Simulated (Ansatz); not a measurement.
# ZrIr2: element swaps in one structure

The task here is to estimate one member of a computed series from the others.

Method: DFT PBEsol, scalar-relativistic, plane waves, PAW, in Ansatz 0.2.0.

## The starting structure

Symmetry: Fd-3m, No. 227, cubic system. The conventional cell has a = 7.346 Å, b = 7.346 Å, c = 7.346 Å, α = 90.00°, β = 90.00°, γ = 90.00°. Zr (site symmetry -43m) has 12 Ir at 3.05 Å and 4 Zr at 3.18 Å in its first shell of neighbours. Ir (site symmetry -3m) is surrounded by 6 Ir at 2.60 Å and 6 Zr at 3.05 Å.

Coordinates:

```
Zr Ir
1.0
     0.00000    3.67317    3.67317
     3.67317    0.00000    3.67317
     3.67317    3.67317    0.00000
Zr Ir
2 4
Direct
  0.50000 0.50000 0.50000
  0.75000 0.75000 0.75000
  0.12500 0.12500 0.12500
  0.62500 0.12500 0.12500
  0.12500 0.12500 0.62500
  0.12500 0.62500 0.12500
```

This cell was relaxed beforehand with the same method: volume 16.52 Å³/atom, gap on the mesh none (metal).

Set-up of the first run:

input.yaml

```yaml
crystal:
  lattice:
    - [0.0, 3.5120917181, 3.5120917181]
    - [3.5120917181, 0.0, 3.5120917181]
    - [3.5120917181, 3.5120917181, 0.0]
  atoms:
    - { symbol: Pb, position: [0.5, 0.5, 0.5] }
    - { symbol: Pb, position: [0.75, 0.75, 0.75] }
    - { symbol: Ir, position: [0.125, 0.125, 0.125] }
    - { symbol: Ir, position: [0.625, 0.125, 0.125] }
    - { symbol: Ir, position: [0.125, 0.125, 0.625] }
    - { symbol: Ir, position: [0.125, 0.625, 0.125] }
basis:
  ecutwfc: 420
kpoints:
  mp_grid: { grid: [4, 4, 4] }
hamiltonian:
  xc: pbesol
scf:
  occupations: { method: gaussian, width: 0.1 }
output:
  forces: true
  stress: true
  eigenvalues: true
```

Launch:

```sh
$ ansatz run input.yaml --threads 1 --pin off --max-ram 2560MiB --backend cpu --events-out ev --progress --plain --runs-dir out
```

Steps of the session up to this table: Probe: one point at the start (Ir2Pb); Coarse relaxation (Ir2Pb); Full relaxation (Ir2Pb); A first look at the start (YIr2); Relaxing cell and atoms (YIr2).

One table of the session follows, with a row left open; its other results are not shown here.

Lengths are those of the vectors of the cell that was run:

| swap | volume (Å³/atom) | a (Å) | b (Å) | c (Å) |
| --- | --- | --- | --- | --- |
| none | 16.52 | 5.195 | 5.195 | 5.195 |
| Ir → Hf | ? | ? | ? | ? |
| Ir → Pb | 27.35 | 6.145 | 6.145 | 6.145 |
| Zr → Pb | 18.06 | 5.351 | 5.351 | 5.351 |
| Zr → Y | 17.53 | 5.299 | 5.299 | 5.299 |

Q: Estimate the row for Ir → Hf from the others.

**Answer.** volume (Å³/atom): 22.17; a (Å): 5.730; b (Å): 5.730; c (Å): 5.730. In the column «volume (Å³/atom)» it lies between Zr → Pb (18.06) and Ir → Pb (27.35).

Lengths are those of the computed cell. Rows of earlier swaps come from the sessions before.
